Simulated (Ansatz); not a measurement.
RuS:

```
CELL_PARAMETERS angstrom
0.00000 2.54676 2.54676
2.54676 0.00000 2.54676
5.09351 5.09351 0.00000
ATOMIC_POSITIONS crystal
Ru 0.50000 0.50000 0.25000
Ru 0.50000 0.50000 0.75000
S 0.00000 0.00000 0.00000
S 0.00000 0.00000 0.50000
```

The cell comes from a database or a generator and needn't be the stable form of this composition.

The cell isn't the ideal one: another cell of the same crystal, with 4 atoms.

Base run:

- Program: Ansatz 0.2.0
- Functional: LDA
- Potentials or basis: Ansatz PAW
- Cutoff: 420 eV (not typed: the program's choice for these potentials)
- k mesh: 6 × 6 × 6
- Occupations: gaussian, width 0.05 eV
- Spin: collinear spin, ferrimagnetic start
- Starting moments: [1.0, -0.5, 0.0, 0.0] μB
- Hubbard terms: Ru d U = 4 eV

Its results: band gap on the k mesh none (metal or under the smearing width); pressure -16.8 GPa; net moment 0.00 μB per cell.

**Question.** The run is repeated on the same cell with these changes: hubbard terms from Ru d U = 4 eV to Ru d U = 2 eV. What comes out?

**Answer.** Band gap on the k mesh none (metal or under the smearing width); pressure -22.3 GPa; net moment 0.40 μB per cell; site moments Ru +0.15; S +0.02 μB.

Caveats: the magnetic or orbital state may not be the lowest; the PAW data sets come from PBE, with cores solved anew for the run's functional, which leaves a small shift of forces and pressure; the starting moments weren't kept.
